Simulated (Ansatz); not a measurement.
HfCo2, space group Fd-3m, a comparison of functionals at one structure

Computed with Ansatz 0.2.0 through its Python package.

Run as a notebook:

**Cell 1**
```python
import ansatz as az
```

**Cell 2**
```python
lattice = az.Lattice.of(
    (0.0, 3.449, 3.449),
    (3.449, 0.0, 3.449),
    (3.449, 3.449, 0.0),
)
sites = [
    ('Hf', (0.0, 0.0, 0.0)),
    ('Hf', (0.25, 0.25, 0.25)),
    ('Co', (0.625, 0.625, 0.625)),
    ('Co', (0.125, 0.625, 0.625)),
    ('Co', (0.625, 0.625, 0.125)),
    ('Co', (0.625, 0.125, 0.625)),
]
cell = az.Crystal(lattice=lattice)
for symbol, position in sites:
    cell = cell.atom(symbol, position)
cell = cell.moments(Co=1.8)
```

**Cell 3**
```python
cell.resolved().tree()['lattice']
```
Output:
```text
((0.0, 3.449, 3.449), (3.449, 0.0, 3.449), (3.449, 3.449, 0.0))
```

**Cell 4**
```python
model = (
    cell.calculation()
    .basis(19 * az.Ha)
    .kpoints(mesh=(7, 7, 7))
    .occupations('Fermi-Dirac', width=0.1)
    .spin('collinear')
    .stress()
)
```

**Cell 5**
```python
rows = []
for value in ['lda', 'pbesol', 'blyp']:
    report = model.functional(value).run(threads=1, backend='cpu').report
    rows.append((value, report['free_energy_ev'] / len(report['lattice']['sites']), report['n_iterations'], sum(report['stress_gpa'][i][i] for i in range(3)) / 3, report['magnetization_mub'], report['n_kpoints']))
```
Output:
```text
RunWarning: the starting moments were not kept: the SCF closed with an absolute magnetisation of 5.0e-4 μB, where they sum to 7.2 μB in size (4 sites). That is at most 0.1 of that sum. The system's moment may be that small; this SCF shows only that its start led to no larger one. To try another start: change the [...]
```

**Cell 6**
```python
print('  functional   F/atom (eV)    iterations       P (GPa)  moment (muB)      k-points')
for row in rows:
    print(f'{str(row[0]):>12s}  {row[1]:12.5f}  {row[2]:12d}  {row[3]:12.3f}  {row[4]:12.3f}  {row[5]:12d}')
```
Output:
```text
  functional   F/atom (eV)    iterations       P (GPa)  moment (muB)      k-points
         lda   -8534.54487            19       -16.725        -0.000            20
      pbesol   -8595.07343            15        -9.122         2.249            20
        blyp   -8671.54416            17         4.516         1.119            20
```

From lowest to highest: LDA (-16.7 GPa), PBEsol (-9.1 GPa) and BLYP (4.5 GPa). At a fixed cell a lower pressure usually means a smaller equilibrium volume, so LDA prefers the smallest cell and BLYP the largest.

The SCF didn't keep the moments it started from (some shrank, vanished or turned); what is printed is the state reached. BLYP can be off by several per cent in the lattices of metals, and by several GPa in the pressure at a fixed cell. For a metal this k-point mesh is coarse: on a finer one energies can move by several to tens of meV an atom and pressures by half a GPa or more, differences at one mesh by less. The overall sign of a collinear moment is arbitrary, and semilocal functionals can give small moments to compounds that are paramagnetic. Pressure is positive in compression. Spin-orbit coupling, which matters for elements this heavy, is left out. The structure is a deposited one; some such entries were measured under pressure or heat, so a shift against it needn't be the functional's error alone. Warnings are shown shortened and without file and line. Total energies of different functionals can't be compared; pressures, moments and gaps at this one structure can. Run time: 2.8 min on 1 thread of Arm Neoverse V2, with other jobs on the host, peak memory 0.7 GiB.
